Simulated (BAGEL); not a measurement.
# One shape, several levels: triplet TiO2

Aim: a comparison of 3 runs (UHF/STO-3G, UHF/3-21G, UHF/aug-cc-pVDZ) of triplet TiO2. 

The results are computed with BAGEL 1.2.2.

2 further runs of the same task are left out: 2 that didn't finish. Runs told in other sessions of the task aren't counted.

## 1. Starting point

TiO2 has 3 atoms, charge 0, and is taken as a triplet. As SMILES of the parent species, `[O]=[Ti]=[O]`. The coordinates come from a PBE0-D4/def2-TZVP relaxation. That shape belongs to the parent species and isn't relaxed for this state.

Bond lengths: O1–Ti2 1.628 Å, Ti2–O3 1.628 Å. Angles: O1–Ti2–O3 111.8°.

## 2. The energy at UHF/STO-3G (density fitting with qzvpp-jkfit) (run 1)

Contents of job.json:

```json
{ "bagel": [

{
  "title": "molecule",
  "basis": "sto-3g",
  "df_basis": "qzvpp-jkfit",
  "angstrom": true,
  "geometry": [
    { "atom": "O", "xyz": [       0.921000,       0.928800,       0.444600 ] },
    { "atom": "Ti", "xyz": [       0.135000,      -0.492000,       0.331600 ] },
    { "atom": "O", "xyz": [      -1.056100,      -0.436800,      -0.776200 ] }
  ]
},

{ "title": "uhf", "nopen": 2 },

{ "title": "print", "file": "orbitals.molden", "orbitals": true }

]}
```

Launch:

```sh
$ BAGEL_NUM_THREADS=1 BAGEL job.json > job.out
```

Output:

```text
* using 1 threads per process

  ===============================================================
  ===============================================================

  *** Geometry ***

  { "atom" : "O", "xyz" : [      1.740438,      1.755178,      0.840172 ] },
  { "atom" : "Ti", "xyz" : [      0.255113,     -0.929745,      0.626633 ] },
  { "atom" : "O", "xyz" : [     -1.995740,     -0.825432,     -1.466805 ] },

  Number of auxiliary basis functions:      418

  Since a DF basis is specified, we compute 2- and 3-index integrals:
    o Being stored without compression. Storage requirement is 0.003 GB

  Number of basis functions:       28
  Number of electrons      :       38

    * METHOD: MOLECULE                             0.15

  *** Open-shell HF ***

  === Nuclear Repulsion ===
   127.0099190101

      * DIIS with orbital gradients will be used.

  === UHF iteration (sto-3g) ===
      0       -987.21403404          0.06271291           0.03
      1       -987.28058515          0.06939854           0.03
      2       -987.38170278          0.04166232           0.03
      3       -987.46840758          0.00309609           0.03
      4       -987.47228702          0.00188423           0.03
      5       -987.47506303          0.00120830           0.03
      6       -987.47623304          0.00091889           0.03
      7       -987.47727838          0.00050819           0.03
      8       -987.47746786          0.00029338           0.03
      9       -987.47750911          0.00018069           0.03
     10       -987.47752103          0.00009993           0.03
     11       -987.47752944          0.00006175           0.03
     12       -987.47753275          0.00003467           0.03
     13       -987.47753358          0.00002502           0.03
     14       -987.47753398          0.00001806           0.03
     15       -987.47753420          0.00001282           0.03
     16       -987.47753429          0.00000944           0.03
     17       -987.47753435          0.00000670           0.03
     18       -987.47753439          0.00000419           0.03
     19       -987.47753440          0.00000288           0.03
     20       -987.47753440          0.00000241           0.03
     21       -987.47753441          0.00000174           0.03
     22       -987.47753441          0.00000157           0.03
     23       -987.47753441          0.00000144           0.03
     24       -987.47753441          0.00000141           0.03
     25       -987.47753441          0.00000140           0.03
     26       -987.47753441          0.00000137           0.03
[... 7 lines of this table left out ...]
     34       -987.47753447          0.00000081           0.04
     35       -987.47753449          0.00000054           0.03
     36       -987.47753449          0.00000037           0.03
     37       -987.47753449          0.00000026           0.03
     38       -987.47753449          0.00000017           0.03
     39       -987.47753449          0.00000013           0.03
     40       -987.47753449          0.00000010           0.03
     41       -987.47753449          0.00000007           0.03
     42       -987.47753449          0.00000005           0.03
     43       -987.47753449          0.00000004           0.03
     44       -987.47753449          0.00000002           0.03
     45       -987.47753449          0.00000001           0.03
     46       -987.47753449          0.00000001           0.03
    * SCF iteration converged.

    * S^2 (UHF) is 2.1636

    * Permanent dipole moment:
           (   -0.249306,     0.869336,    -0.595669) a.u.

    * METHOD: UHF                                  1.58

    * METHOD: PRINT                                0.00

  ===============================================================
```

It took 2.1 s on 1 thread of Intel Xeon Platinum 8259CL at 2.50GHz (Skylake/Cascade Lake), shared host; peak memory 0.08 GiB.

## 3. A single-point energy at UHF/3-21G (density fitting with qzvpp-jkfit) (run 2)

Contents of input.json:

```json
{ "bagel" : [

{
  "title" : "molecule",
  "basis" : "3-21g",
  "df_basis" : "qzvpp-jkfit",
  "angstrom" : "true",
  "geometry" : [
    { "atom" : "O", "xyz" : [    0.921000,    0.928800,    0.444600 ] },
    { "atom" : "Ti", "xyz" : [    0.135000,   -0.492000,    0.331600 ] },
    { "atom" : "O", "xyz" : [   -1.056100,   -0.436800,   -0.776200 ] }
  ]
},
{ "title" : "uhf", "nopen" : 2 },
{ "title" : "print", "file" : "orbitals.molden", "orbitals" : "true" }

]}
```

Launch:

```sh
$ BAGEL_NUM_THREADS=1 BAGEL input.json > input.out
```

Output:

```text
* using 1 threads per process

  ===============================================================
  ===============================================================

  *** Geometry ***

  { "atom" : "O", "xyz" : [      1.740438,      1.755178,      0.840172 ] },
  { "atom" : "Ti", "xyz" : [      0.255113,     -0.929745,      0.626633 ] },
  { "atom" : "O", "xyz" : [     -1.995740,     -0.825432,     -1.466805 ] },

  Number of auxiliary basis functions:      418

  Since a DF basis is specified, we compute 2- and 3-index integrals:
    o Being stored without compression. Storage requirement is 0.007 GB

  Number of basis functions:       45
  Number of electrons      :       38

    * METHOD: MOLECULE                             0.16

  *** Open-shell HF ***

  === Nuclear Repulsion ===
   127.0099190101

      * DIIS with orbital gradients will be used.

  === UHF iteration (3-21g) ===
      0       -992.52682857          0.09779861           0.05
      1       -990.49373140          0.33463636           0.05
      2       -990.69929486          0.20223347           0.06
      3       -992.79160270          0.09812564           0.05
      4       -993.08204923          0.01535983           0.05
      5       -993.10071436          0.00402107           0.05
      6       -993.10640855          0.00270078           0.06
      7       -993.11071047          0.00167632           0.05
      8       -993.11242496          0.00103886           0.05
      9       -993.11329815          0.00081000           0.05
     10       -993.11387345          0.00057622           0.05
     11       -993.11414454          0.00045877           0.05
     12       -993.11440027          0.00033283           0.05
     13       -993.11454037          0.00024629           0.05
     14       -993.11462359          0.00018861           0.05
     15       -993.11465972          0.00011203           0.05
     16       -993.11467252          0.00008358           0.05
     17       -993.11467997          0.00006199           0.05
     18       -993.11468646          0.00003994           0.05
     19       -993.11468784          0.00003290           0.05
     20       -993.11468958          0.00002578           0.05
     21       -993.11469038          0.00002084           0.06
     22       -993.11469108          0.00001441           0.05
     23       -993.11469137          0.00000858           0.05
     24       -993.11469145          0.00000463           0.05
     25       -993.11469147          0.00000288           0.05
     26       -993.11469147          0.00000240           0.05
     27       -993.11469148          0.00000139           0.06
     28       -993.11469148          0.00000083           0.05
     29       -993.11469148          0.00000065           0.06
     30       -993.11469148          0.00000055           0.05
     31       -993.11469148          0.00000031           0.05
     32       -993.11469148          0.00000016           0.05
     33       -993.11469148          0.00000013           0.05
     34       -993.11469148          0.00000008           0.05
     35       -993.11469148          0.00000006           0.05
     36       -993.11469148          0.00000003           0.05
     37       -993.11469148          0.00000002           0.05
     38       -993.11469148          0.00000002           0.05
     39       -993.11469148          0.00000001           0.06
     40       -993.11469148          0.00000001           0.05
     41       -993.11469148          0.00000001           0.05
    * SCF iteration converged.

    * S^2 (UHF) is 2.3664

    * Permanent dipole moment:
           (   -0.162381,     0.591643,    -0.398757) a.u.

    * METHOD: UHF                                  2.41

    * METHOD: PRINT                                0.01

  ===============================================================
```

It took 2.9 s on 1 thread of Intel Xeon Platinum 8259CL at 2.50GHz (Skylake/Cascade Lake), shared host; peak memory 0.081 GiB.

## 4. A single-point energy at UHF/aug-cc-pVDZ (density fitting with qzvpp-jkfit) (run 3)

Contents of job.json:

```json
{ "bagel": [

{
  "title": "molecule",
  "basis": "aug-cc-pvdz.json",
  "df_basis": "qzvpp-jkfit",
  "angstrom": true,
  "geometry": [
    { "atom": "O", "xyz": [    0.921000,    0.928800,    0.444600 ] },
    { "atom": "Ti", "xyz": [    0.135000,   -0.492000,    0.331600 ] },
    { "atom": "O", "xyz": [   -1.056100,   -0.436800,   -0.776200 ] }
  ]
},
{
  "title": "uhf",
  "nopen": 2
},
{
  "title": "print",
  "file": "orbitals.molden",
  "orbitals": true
}

]}
```

The basis set aug-cc-pVDZ is read from a file made from the Basis Set Exchange's data (not shown).

Launch:

```sh
$ BAGEL_NUM_THREADS=1 BAGEL job.json > job.out
```

Output:

```text
* using 1 threads per process

  ===============================================================
  ===============================================================

  *** Geometry ***

  { "atom" : "O", "xyz" : [      1.740438,      1.755178,      0.840172 ] },
  { "atom" : "Ti", "xyz" : [      0.255113,     -0.929745,      0.626633 ] },
  { "atom" : "O", "xyz" : [     -1.995740,     -0.825432,     -1.466805 ] },

  Number of auxiliary basis functions:      418

  Since a DF basis is specified, we compute 2- and 3-index integrals:
    o Being stored without compression. Storage requirement is 0.037 GB

  Number of basis functions:      105
  Number of electrons      :       38

    * METHOD: MOLECULE                             0.41

  *** Open-shell HF ***

  === Nuclear Repulsion ===
   127.0099190101

      * DIIS with orbital gradients will be used.

  === UHF iteration (aug-cc-pvdz.json) ===
      0       -997.56867923          0.04180951           0.18
      1       -996.60933360          0.10731013           0.17
      2       -996.62493242          0.07889419           0.20
      3       -998.04026848          0.01508806           0.16
      4       -998.09159152          0.00252851           0.16
      5       -998.09701089          0.00151479           0.16
      6       -998.10220730          0.00099355           0.16
      7       -998.10451383          0.00071666           0.16
      8       -998.10603119          0.00049434           0.16
      9       -998.10673151          0.00039784           0.18
     10       -998.10754147          0.00025034           0.15
     11       -998.10774125          0.00019272           0.15
     12       -998.10789016          0.00014985           0.15
     13       -998.10796392          0.00011669           0.15
     14       -998.10804684          0.00007986           0.15
     15       -998.10806806          0.00004627           0.15
[... 39 lines of this table left out ...]
     55       -998.10809167          0.00000005           0.17
     56       -998.10809167          0.00000004           0.15
     57       -998.10809167          0.00000003           0.15
     58       -998.10809167          0.00000003           0.15
     59       -998.10809167          0.00000002           0.15
     60       -998.10809167          0.00000002           0.16
     61       -998.10809167          0.00000001           0.15
     62       -998.10809167          0.00000001           0.15
    * SCF iteration converged.

    * S^2 (UHF) is 2.3267

    * Permanent dipole moment:
           (   -0.314610,     1.145696,    -0.772330) a.u.

    * METHOD: UHF                                 10.41

    * METHOD: PRINT                                0.03

  ===============================================================
```

It took 11 s on 1 thread of Intel Xeon Platinum 8259CL at 2.50GHz (Skylake/Cascade Lake), shared host; peak memory 0.14 GiB.

## 5. The series

```tsv
run	level	energy (Eh)	dipole moment (D)	⟨S²⟩	wall time
1	UHF/STO-3G (density fitting with qzvpp-jkfit)	-987.477534	2.75	2.164	2.1 s
2	UHF/3-21G (density fitting with qzvpp-jkfit)	-993.114691	1.86	2.366	2.9 s
3	UHF/aug-cc-pVDZ (density fitting with qzvpp-jkfit)	-998.108092	3.60	2.327	11 s
```

## 6. Results

```
            quantity          value
 run 3: total energy  -998.10809 Eh
run 3: dipole moment         3.60 D
         run 3: ⟨S²⟩          2.327
```

What this shows: The dipole moment (its size) runs from 1.86 D (UHF/3-21G) to 3.60 D (UHF/aug-cc-pVDZ). In run 1 the basis is minimal, so the values are rough. Spin contamination of the reference: run 2 ⟨S²⟩ = 2.37, run 3 ⟨S²⟩ = 2.33, run 1 ⟨S²⟩ = 2.16. All runs together took 16 s, the longest 11 s.
